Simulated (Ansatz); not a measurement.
BGeH5OSi, SMILES [GeH3][SiH]1BO1, a single point from an input written key by key

Computed with Ansatz's Python interface.

Typed at the interpreter:
```pycon
>>> import ansatz as az
>>> deck = {
...     'crystal': {
...         'periodic': [False, False, False],
...         'atoms': [
...             {'symbol': 'Ge', 'position_ang': [-0.4235, 1.4755, 0.0177]},
...             {'symbol': 'Si', 'position_ang': [0.6525, -0.4588, -0.4082]},
...             {'symbol': 'B', 'position_ang': [0.0667, -1.9931, 0.7192]},
...             {'symbol': 'O', 'position_ang': [-0.3775, -1.6852, -0.5969]},
...             {'symbol': 'H', 'position_ang': [-1.4788, 1.7788, -1.1581]},
...             {'symbol': 'H', 'position_ang': [-1.2351, 1.4193, 1.3487]},
...             {'symbol': 'H', 'position_ang': [0.5709, 2.6905, 0.089]},
...             {'symbol': 'H', 'position_ang': [1.6633, -0.529, -1.5167]},
...             {'symbol': 'H', 'position_ang': [0.65, -2.7443, 1.4882]},
...         ],
...     },
...     'basis': {'gaussian': {'orbitals': 'def2-SVP', 'nuclear_model': 'gaussian'}},
...     'hamiltonian': {'xc': 'b3lyp'},
... }
>>> session = az.Session.from_dict(deck)
>>> data = session.plan(threads=1).execute().report

>>> for key in ('converged', 'free_energy_ev', 'reference_energy_ev', 'n_frozen', 'n_occupied', 'n_virtual'):
...     print(f'{key:22s} {data[key]}')
...
converged              True
free_energy_ev         -67189.21588272692
reference_energy_ev    -67189.21588272692
n_frozen               0
n_occupied             [32, 32]
n_virtual              [71, 71]
>>> symbols = ['Ge', 'Si', 'B', 'O', 'H', 'H', 'H', 'H', 'H']
```

Notes:
- These settings explore the input space; basis and method may be short of convergence.
- The geometry is a force-field or estimated start, not a minimum of this method, and the basis set is short of its limit.
- b3lyp holds the VWN-RPA fit, as in Gaussian; the form of ORCA and Turbomole is b3lyp5.
- Finished in 4.3 s on 1 thread of Arm Neoverse V1, with other jobs on the host, peak memory 0.25 GiB.

(Lines on the test bed's own set-up are left out of the output.)
